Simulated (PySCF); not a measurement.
# SrPb (triplet): the SCF solver's settings

Do solver options change the result for SrPb (triplet), or only the number of cycles?

Computed with PySCF 2.14.0. Level: method and basis as typed in the scripts.

8 further runs of the same task are left out: 2 for a known fault of the program, 6 that didn't finish.

### 1 Starting geometry

SrPb (triplet): 2 atoms, charge 0, spin multiplicity 3.

Bond lengths: Sr1–Pb2 3.260 Å.

### 2 Base script

input.py reads:

```python
from pyscf import gto, scf, mp

mol = gto.M(
    atom='Sr 0 0 0; Pb 0 0 3.26',
    basis='def2-svpd',
    ecp={'Sr': 'def2-svpd', 'Pb': 'def2-svpd'},
    charge=0,
    spin=2,
    symmetry=True,
    verbose=4,
)
mf = scf.UHF(mol)
mf.kernel()
mp.MP2(mf, frozen=4).kernel()
mf.dip_moment()
print('orbital energies (hartree):', [e[max(0, n-3):n+3].round(4) for e, n in zip(mf.mo_energy, mol.nelec)])
```

On the command line:

```sh
$ OMP_NUM_THREADS=1 python input.py
```

Its log is not repeated here.

It gives: E(SCF) = -222.208334 Eh, 14 cycles, E(MP2) − E(SCF) = -0.13716 Eh, ⟨S²⟩ = 2.835, μ = 4.46 D (of the SCF density).

⟨S²⟩ = 2.83 against 2.00 for a pure state: the determinant is spin-contaminated. The bond length is a typed value, not an optimised one. The triplet is typed in the script; nothing here shows that it is the ground state.

### 3 Point-group symmetry off

Run 1 changes point-group symmetry: on → off.

input.py reads:

```python
from pyscf import gto, scf, mp

mol = gto.M(
    atom='Sr 0 0 0; Pb 0 0 3.26',
    basis='def2-svpd',
    ecp={'Sr': 'def2-svpd', 'Pb': 'def2-svpd'},
    charge=0,
    spin=2,
    verbose=4,
)
mf = scf.UHF(mol)
mf.kernel()
mp.MP2(mf, frozen=4).kernel()
mf.dip_moment()
print('orbital energies (hartree):', [e[max(0, n-3):n+3].round(4) for e, n in zip(mf.mo_energy, mol.nelec)])
```

On the command line:

```sh
$ OMP_NUM_THREADS=1 python input.py
```

### 4 Convergence threshold 1e-13 hartree

Run 2 changes convergence threshold: default → 1e-13 hartree.

input.py: that of step 2 with these lines changed.

```diff
@@ -12,2 +12,3 @@
 mf = scf.UHF(mol)
+mf.conv_tol = 1e-13
 mf.kernel()
```

### 5 Smearing width 0.05 hartree

Run 3 changes smearing width: none → 0.05 hartree; step after the SCF: mp2 → none.

input.py: that of step 2 with these lines changed.

```diff
@@ -1,2 +1,2 @@
-from pyscf import gto, scf, mp
+from pyscf import gto, scf
 
@@ -12,4 +12,4 @@
 mf = scf.UHF(mol)
+mf = scf.addons.smearing_(mf, sigma=0.05, method='fermi')
 mf.kernel()
-mp.MP2(mf, frozen=4).kernel()
 mf.dip_moment()
```

### 6 Initial guess 1e

Run 4 changes initial guess: minao → 1e.

input.py: that of step 2 with these lines changed.

```diff
@@ -12,2 +12,3 @@
 mf = scf.UHF(mol)
+mf.init_guess = '1e'
 mf.kernel()
```

### 7 DIIS space 20

Run 5 changes DIIS space: default → 20.

input.py: that of step 2 with these lines changed.

```diff
@@ -12,2 +12,3 @@
 mf = scf.UHF(mol)
+mf.diis_space = 20
 mf.kernel()
```

**Question.** What will these runs give? Wanted: for each run, E(SCF); from base; gap, α spin; SCF dipole; after the SCF.

The runs gave:

| run | E(SCF) (hartree) | from base (eV) | cycles | gap, α spin (eV) | SCF dipole (D) | after the SCF |
| --- | --- | --- | --- | --- | --- | --- |
| base | -222.208334 | 0 | 14 | 6.15 | 4.46 | MP2 correlation -3.732 eV, core frozen |
| point-group symmetry off | -222.208334 | 0.0000 | 15 | 6.15 | 4.46 | MP2 correlation -3.732 eV, core frozen |
| convergence threshold 1e-13 hartree | -222.208334 | 0.0000 | 22 | 6.15 | 4.46 | MP2 correlation -3.732 eV, core frozen |
| smearing width 0.05 hartree | -221.895232 | not comparable | 20 | n/a | 1.40 | n/a |
| initial guess 1e | -222.208334 | 0.0000 | 21 | 6.15 | 4.46 | MP2 correlation -3.732 eV, core frozen |
| DIIS space 20 | -222.208334 | 0.0000 | 14 | 6.15 | 4.46 | MP2 correlation -3.732 eV, core frozen |

Distance from each run's final energy (log10 hartree) by cycle:

| run | cycle 1 | cycle 2 | cycle 3 | cycle 5 | cycle 8 | cycle 12 |
| --- | --- | --- | --- | --- | --- | --- |
| base | 0.2 | 0.5 | -0.4 | -2.4 | -5.1 | -8.0 |
| point-group symmetry off | 0.2 | 0.5 | -0.4 | -2.3 | -4.9 | -7.8 |
| convergence threshold 1e-13 hartree | 0.2 | 0.5 | -0.4 | -2.4 | -5.1 | -8.0 |
| smearing width 0.05 hartree | 0.3 | 1.2 | -0.4 | -1.4 | -2.0 | -3.5 |
| initial guess 1e | 1.8 | 1.6 | 0.4 | 0.1 | -1.5 | -3.7 |
| DIIS space 20 | 0.2 | 0.5 | -0.4 | -2.4 | -5.1 | -8.1 |

What this shows: With point-group symmetry off or convergence threshold 1e-13 hartree or initial guess 1e or DIIS space 20 the SCF ends at the base energy. The base needs 14 cycles and the run with initial guess 1e needs 21.
